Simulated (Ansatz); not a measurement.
# BrF3Hf: the cost of one run

Program: Ansatz 0.2.0. Level of theory: RKS PBE0-D4/def2-TZVP. These are calculated values, not measurements.

### Step 1. Where the work starts

5 atoms, charge 0, spin multiplicity 1.

Atoms are counted from 1 here; the program's logs count them from 0.

Bond lengths: F1–Hf2 1.909 Å, Hf2–F3 1.909 Å, Hf2–F4 1.909 Å, Hf2–Br5 2.507 Å. Angles: F1–Hf2–F3 108.9°, F1–Hf2–F4 108.9°, F1–Hf2–Br5 110.0°, F3–Hf2–F4 109.0°, F3–Hf2–Br5 110.0°, F4–Hf2–Br5 110.0°.

As a file:

```mol
BrF3Hf
  3D, bonds by distance, orders not assigned

  5  4  0  0  0  0  0  0  0  0999 V2000
   -0.6800   -0.5070    1.7289 F   0  0
    0.0169   -0.0872    0.0021 Hf  0  0
    1.8466   -0.6265   -0.0746 F   0  0
   -0.9716   -1.0536   -1.3144 F   0  0
   -0.1713    2.3763   -0.4217 Br  0  0
  1  2  8  0
  2  3  8  0
  2  4  8  0
  2  5  8  0
M  END
```

This geometry comes from a loose relaxation at PBE in a small basis, which is not shown.

### Step 3. The grid

- bond length F1–Hf2: 11 values from 1.549 to 2.834 Å
- bond length Hf2–F3: 11 values from 1.625 to 2.645 Å

Nothing else is relaxed (all other coordinates rigid). Energies count from the relaxed molecule at the same level. Points are written as (first, second).

(The set-up runs are not shown.)

### Step 4. Grid point (1.935 Å, 1.931 Å)

input.yaml

```yaml
crystal:
  periodic: [false, false, false]
  atoms:
    - { symbol: F, position_ang: [-0.671366, -0.508146, 1.710338] }
    - { symbol: Hf, position_ang: [0.032599, -0.074036, -0.039007] }
    - { symbol: F, position_ang: [1.88099, -0.627443, -0.11616] }
    - { symbol: F, position_ang: [-0.942064, -1.038013, -1.339382] }
    - { symbol: Br, position_ang: [-0.15365, 2.378616, -0.461704] }
basis:
  gaussian: { orbitals: def2-TZVP }
hamiltonian:
  xc: pbe0
  dispersion: d4
output:
  forces: true
```

On the command line:

```sh
$ ansatz run input.yaml --threads 1 --pin off --max-ram 2560MiB --backend cpu --events-out ev --progress --plain --runs-dir out
```

What time and memory should one allow on 1 thread of Arm Neoverse V2, shared host?

About 11 s, with a peak of 0.44 GiB.
